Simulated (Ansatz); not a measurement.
# C2H6BFO2: small, medium and large basis sets

An exercise on one series of results from a longer session: the logs are not shown, and one member is left open.

Method: one geometry, several basis sets; program: Ansatz 0.2.0, Gaussian basis.

Levels to be run: PBE0-D4/def2-SVP; ωB97M-V/def2-SVP; PBE0-D4/def2-QZVPP; ωB97M-V/def2-QZVPP; the functionals' def2-TZVPP values are taken from earlier runs.

### Structure used throughout

The geometry comes from an earlier relaxation with PBE0-D4 in a triple-zeta def2 set; it is a stationary point, not always the lowest conformer.

12 atoms, charge 0, spin multiplicity 1.

Atoms are counted from 1 here; the program's logs count them from 0.

Bond lengths: B1–C2 1.609 Å, B1–O3 1.492 Å, B1–H7 1.208 Å, B1–H8 1.212 Å, C2–F4 1.304 Å, C2–O5 1.274 Å, O3–H9 0.959 Å, O5–C6 1.445 Å, C6–H10 1.085 Å, C6–H11 1.088 Å, C6–H12 1.089 Å. Angles: C2–B1–O3 91.3°, C2–B1–H7 109.8°, C2–B1–H8 109.9°, O3–B1–H7 112.8°, O3–B1–H8 115.5°, H7–B1–H8 114.9°, B1–C2–F4 120.2°, B1–C2–O5 125.5°, F4–C2–O5 112.9°, B1–O3–H9 109.1°, C2–O5–C6 121.0°, O5–C6–H10 105.0°, O5–C6–H11 110.0°, O5–C6–H12 109.6°, H10–C6–H11 110.8°, H10–C6–H12 110.9°, H11–C6–H12 110.5°.

Set-up of the first run:

File in.yaml:

```yaml
crystal:
  periodic: [false, false, false]
  atoms:
    - {symbol: B, position_ang: [-0.389595, -1.785047, -0.247658]}
    - {symbol: C, position_ang: [-0.433582, -0.177227, -0.301611]}
    - {symbol: O, position_ang: [-0.157810, -1.764181, 1.226537]}
    - {symbol: F, position_ang: [-1.485433, 0.465575, 0.124805]}
    - {symbol: O, position_ang: [0.571001, 0.583817, -0.489713]}
    - {symbol: C, position_ang: [0.527307, 1.979355, -0.116602]}
    - {symbol: H, position_ang: [-1.470929, -2.234035, -0.546314]}
    - {symbol: H, position_ang: [0.535179, -2.194429, -0.914907]}
    - {symbol: H, position_ang: [0.781374, -1.853751, 1.398144]}
    - {symbol: H, position_ang: [1.512480, 2.365123, -0.359190]}
    - {symbol: H, position_ang: [-0.241285, 2.494301, -0.689891]}
    - {symbol: H, position_ang: [0.328192, 2.065399, 0.950400]}
basis:
  gaussian: {orbitals: def2-SVP}
hamiltonian: {xc: pbe0, dispersion: d4}
output: {orbitals: {seedname: orbitals}}
```

On the command line:

```sh
ansatz run in.yaml --threads 4 --pin off --events-out ev --progress --plain --max-ram 10444MiB
```

Among the steps run: PBE0-D4 in def2-SVP; ωB97M-V in def2-SVP; PBE0-D4 in def2-QZVPP; ωB97M-V in def2-QZVPP.

One of the session's tables, all rows but one given; the rest of the session is left out.

It belongs to the step «Functionals by basis». 

| functional | basis | HOMO (eV) |
| --- | --- | --- |
| PBE0-D4 | def2-SVP | -7.10 |
| PBE0-D4 | def2-TZVPP | -7.33 |
| PBE0-D4 | def2-QZVPP | -7.38 |
| ωB97M-V | def2-SVP | -9.39 |
| ωB97M-V | def2-TZVPP | ? |
| ωB97M-V | def2-QZVPP | -9.72 |

Estimate the missing values for ωB97M-V, def2-TZVPP.

**Answer.** HOMO (eV): -9.68. In the column «HOMO (eV)» it lies between ωB97M-V, def2-QZVPP (-9.72) and ωB97M-V, def2-SVP (-9.39).
